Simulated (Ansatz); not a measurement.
# Pd: pressure up to the limit of the methods

How does Pd (fcc type) answer strong compression, and how long do frozen cores keep up with all electrons? The runs shown use LAPW, crystal datasets and norm-conserving. Companion runs by PAW are cited. Its runs: the reference run (LAPW); volume scaled by 1 (crystal datasets and norm-conserving); volume scaled by 0.88 (LAPW); volume scaled by 0.78 (LAPW); volume scaled by 0.68 (LAPW and norm-conserving); volume scaled by 0.58 (LAPW, crystal datasets and norm-conserving); volume scaled by 0.5 (LAPW); volume scaled by 0.43 (LAPW, crystal datasets and norm-conserving).

Method: DFT PBE, with the methods named in each step, in Ansatz 0.2.0.

**1. The structure to begin with**

The structure is cubic, space group Fm-3m (No. 225). The conventional cell has a = 3.946 Å, b = 3.946 Å, c = 3.946 Å, α = 90.00°, β = 90.00°, γ = 90.00°. Pd (site symmetry m-3m) is surrounded by 12 Pd at 2.79 Å.

As a file:

```cif
data_structure
_symmetry_space_group_name_H-M 'Fm-3m'
_symmetry_Int_Tables_number 225
_cell_length_a 3.9461
_cell_length_b 3.9461
_cell_length_c 3.9461
_cell_angle_alpha 90.000
_cell_angle_beta 90.000
_cell_angle_gamma 90.000
_cell_volume 61.45
loop_
_atom_site_label
_atom_site_type_symbol
_atom_site_symmetry_multiplicity
_atom_site_Wyckoff_symbol
_atom_site_fract_x
_atom_site_fract_y
_atom_site_fract_z
_atom_site_occupancy
Pd1 Pd 4 a 0.00000 0.00000 0.00000 1
```

The file gives the conventional cell by its symmetry; the runs use the cell typed in the input.

Whether this phase is the stable one at these pressures isn't tested.

**2. The reference volume, LAPW**

input.yaml

```yaml
crystal:
  lattice:
    - [0.0, 1.9730739709, 1.9730739709]
    - [1.9730739709, 0.0, 1.9730739709]
    - [1.9730739709, 1.9730739709, 0.0]
  atoms:
    - { symbol: Pd, position: [0.0, 0.0, 0.0] }
kpoints:
  mp_grid: { grid: [16, 16, 16] }
  band_path:
    path:
      - [0.0, 0.0, 0.0]
      - [0.5, 0.0, 0.5]
      - [0.625, 0.25, 0.625]
      - [0.375, 0.375, 0.75]
      - [0.0, 0.0, 0.0]
      - [0.5, 0.5, 0.5]
      - [0.5, 0.25, 0.75]
      - [0.5, 0.0, 0.5]
    npoints: 14
scf:
  occupations: { method: fermi_dirac, width: 0.1 }
hamiltonian:
  xc: pbe
  pseudopotentials: { kind: all_electron, lapw: { basis_error: 0.001 } }
output:
  forces: true
  stress: true
  eigenvalues: true
  populations: true
  dos: { projected: true, de: 0.2, e_range: [-14, 8] }
```

Started as:

```bash
$ ansatz run input.yaml --threads 1 --pin off --max-ram 2048MiB --backend cpu --events-out ev --progress --plain --runs-dir out
```

**3. Volume scaled by 1, crystal datasets**

input.yaml

```yaml
crystal:
  lattice:
    - [0.0, 1.9730739709, 1.9730739709]
    - [1.9730739709, 0.0, 1.9730739709]
    - [1.9730739709, 1.9730739709, 0.0]
  atoms:
    - { symbol: Pd, position: [0.0, 0.0, 0.0] }
kpoints:
  mp_grid: { grid: [16, 16, 16] }
scf:
  occupations: { method: fermi_dirac, width: 0.1 }
hamiltonian:
  xc: pbe
  pseudopotentials: { kind: all_electron, datasets: crystal }
output:
  forces: true
  stress: true
  eigenvalues: true
```

**4. Volume scaled by 1, norm-conserving**

Changes to input.yaml since step 3:

```diff
@@ -13,3 +13,3 @@
   xc: pbe
-  pseudopotentials: { kind: all_electron, datasets: crystal }
+  pseudopotentials: { kind: nc }
 output:
```

**5. Volume scaled by 0.88, LAPW**

input.yaml

```yaml
crystal:
  lattice:
    - [0.0, 1.8907651607, 1.8907651607]
    - [1.8907651607, 0.0, 1.8907651607]
    - [1.8907651607, 1.8907651607, 0.0]
  atoms:
    - { symbol: Pd, position: [0.0, 0.0, 0.0] }
kpoints:
  mp_grid: { grid: [16, 16, 16] }
scf:
  occupations: { method: fermi_dirac, width: 0.1 }
hamiltonian:
  xc: pbe
  pseudopotentials: { kind: all_electron, lapw: { basis_error: 0.001 } }
output:
  forces: true
  stress: true
  eigenvalues: true
  populations: true
```

**6. Volume scaled by 0.78, LAPW**

input.yaml

```yaml
crystal:
  lattice:
    - [0.0, 1.8162469649, 1.8162469649]
    - [1.8162469649, 0.0, 1.8162469649]
    - [1.8162469649, 1.8162469649, 0.0]
  atoms:
    - { symbol: Pd, position: [0.0, 0.0, 0.0] }
kpoints:
  mp_grid: { grid: [16, 16, 16] }
  band_path:
    path:
      - [0.0, 0.0, 0.0]
      - [0.5, 0.0, 0.5]
      - [0.625, 0.25, 0.625]
      - [0.375, 0.375, 0.75]
      - [0.0, 0.0, 0.0]
      - [0.5, 0.5, 0.5]
      - [0.5, 0.25, 0.75]
      - [0.5, 0.0, 0.5]
    npoints: 8
scf:
  occupations: { method: fermi_dirac, width: 0.1 }
hamiltonian:
  xc: pbe
  pseudopotentials: { kind: all_electron, lapw: { basis_error: 0.001 } }
output:
  forces: true
  stress: true
  eigenvalues: true
  populations: true
  dos: { projected: true, de: 0.2, e_range: [-14, 8] }
```

**7. Volume scaled by 0.68, LAPW**

input.yaml

```yaml
crystal:
  lattice:
    - [0.0, 1.7350540361, 1.7350540361]
    - [1.7350540361, 0.0, 1.7350540361]
    - [1.7350540361, 1.7350540361, 0.0]
  atoms:
    - { symbol: Pd, position: [0.0, 0.0, 0.0] }
kpoints:
  mp_grid: { grid: [16, 16, 16] }
scf:
  occupations: { method: fermi_dirac, width: 0.1 }
hamiltonian:
  xc: pbe
  pseudopotentials: { kind: all_electron, lapw: { basis_error: 0.001 } }
output:
  forces: true
  stress: true
  eigenvalues: true
  populations: true
```

**8. Volume scaled by 0.68, norm-conserving**

Changes to input.yaml since step 7:

```diff
@@ -13,3 +13,3 @@
   xc: pbe
-  pseudopotentials: { kind: all_electron, lapw: { basis_error: 0.001 } }
+  pseudopotentials: { kind: nc }
 output:
@@ -18,2 +18 @@
   eigenvalues: true
-  populations: true
```

**9. Volume scaled by 0.58, LAPW**

input.yaml

```yaml
crystal:
  lattice:
    - [0.0, 1.645455084, 1.645455084]
    - [1.645455084, 0.0, 1.645455084]
    - [1.645455084, 1.645455084, 0.0]
  atoms:
    - { symbol: Pd, position: [0.0, 0.0, 0.0] }
kpoints:
  mp_grid: { grid: [16, 16, 16] }
scf:
  occupations: { method: fermi_dirac, width: 0.1 }
hamiltonian:
  xc: pbe
  pseudopotentials: { kind: all_electron, lapw: { basis_error: 0.001 } }
output:
  forces: true
  stress: true
  eigenvalues: true
  populations: true
```

**10. Volume scaled by 0.58, crystal datasets**

Changes to input.yaml since step 9:

```diff
@@ -13,3 +13,3 @@
   xc: pbe
-  pseudopotentials: { kind: all_electron, lapw: { basis_error: 0.001 } }
+  pseudopotentials: { kind: all_electron, datasets: crystal }
 output:
@@ -18,2 +18 @@
   eigenvalues: true
-  populations: true
```

**11. Volume scaled by 0.58, norm-conserving**

Changes to input.yaml since step 10:

```diff
@@ -13,3 +13,3 @@
   xc: pbe
-  pseudopotentials: { kind: all_electron, datasets: crystal }
+  pseudopotentials: { kind: nc }
 output:
```

**12. Volume scaled by 0.5, LAPW**

input.yaml

```yaml
crystal:
  lattice:
    - [0.0, 1.5660298485, 1.5660298485]
    - [1.5660298485, 0.0, 1.5660298485]
    - [1.5660298485, 1.5660298485, 0.0]
  atoms:
    - { symbol: Pd, position: [0.0, 0.0, 0.0] }
kpoints:
  mp_grid: { grid: [16, 16, 16] }
scf:
  occupations: { method: fermi_dirac, width: 0.1 }
hamiltonian:
  xc: pbe
  pseudopotentials: { kind: all_electron, lapw: { basis_error: 0.001 } }
output:
  forces: true
  stress: true
  eigenvalues: true
  populations: true
```

**13. Volume scaled by 0.43, LAPW**

input.yaml

```yaml
crystal:
  lattice:
    - [0.0, 1.4892451207, 1.4892451207]
    - [1.4892451207, 0.0, 1.4892451207]
    - [1.4892451207, 1.4892451207, 0.0]
  atoms:
    - { symbol: Pd, position: [0.0, 0.0, 0.0] }
kpoints:
  mp_grid: { grid: [16, 16, 16] }
  band_path:
    path:
      - [0.0, 0.0, 0.0]
      - [0.5, 0.0, 0.5]
      - [0.625, 0.25, 0.625]
      - [0.375, 0.375, 0.75]
      - [0.0, 0.0, 0.0]
      - [0.5, 0.5, 0.5]
      - [0.5, 0.25, 0.75]
      - [0.5, 0.0, 0.5]
    npoints: 8
scf:
  occupations: { method: fermi_dirac, width: 0.1 }
hamiltonian:
  xc: pbe
  pseudopotentials: { kind: all_electron, lapw: { basis_error: 0.001 } }
output:
  forces: true
  stress: true
  eigenvalues: true
  populations: true
  dos: { projected: true, de: 0.2, e_range: [-14, 8] }
```

**14. Volume scaled by 0.43, crystal datasets**

input.yaml

```yaml
crystal:
  lattice:
    - [0.0, 1.4892451207, 1.4892451207]
    - [1.4892451207, 0.0, 1.4892451207]
    - [1.4892451207, 1.4892451207, 0.0]
  atoms:
    - { symbol: Pd, position: [0.0, 0.0, 0.0] }
kpoints:
  mp_grid: { grid: [16, 16, 16] }
scf:
  occupations: { method: fermi_dirac, width: 0.1 }
hamiltonian:
  xc: pbe
  pseudopotentials: { kind: all_electron, datasets: crystal }
output:
  forces: true
  stress: true
  eigenvalues: true
```

**15. Volume scaled by 0.43, norm-conserving**

Changes to input.yaml since step 14:

```diff
@@ -13,3 +13,3 @@
   xc: pbe
-  pseudopotentials: { kind: all_electron, datasets: crystal }
+  pseudopotentials: { kind: nc }
 output:
```

(Steps that only read results are left out.)

Before running it: what results should come out? Wanted: LAPW pressure at 0.43 of the volume; PAW pressure at 0.43 of the volume; crystal datasets pressure at 0.43 of the volume; norm-conserving pressure at 0.43 of the volume; fitted bulk modulus at zero pressure.

As calculated:

| quantity | value |
| --- | --- |
| LAPW pressure at 0.43 of the volume | 1227.3 GPa |
| PAW pressure at 0.43 of the volume | 1228.1 GPa |
| PAW (cutoff 800 eV) pressure at 0.43 of the volume | 1226.4 GPa |
| crystal datasets pressure at 0.43 of the volume | 1227.3 GPa |
| norm-conserving pressure at 0.43 of the volume | 1226.7 GPa |
| fitted bulk modulus at zero pressure (LAPW) | 183 GPa |
| its pressure derivative | 4.86 |

In words: At 0.43 of the starting volume LAPW gives 1227 GPa. A third-order Birch-Murnaghan curve fits the range only roughly (B₀ = 183 GPa, B′ = 4.86, misfit at most 16.37 GPa). A fit over so wide a range leans to the high pressures, so B₀ can be off by several per cent. Where LAPW's pressure is over 3 GPa, PAW's departs from it by at most 0.3 %, at 0.88 of the volume. The ions are at rest, and the electrons smeared by 0.1 eV.
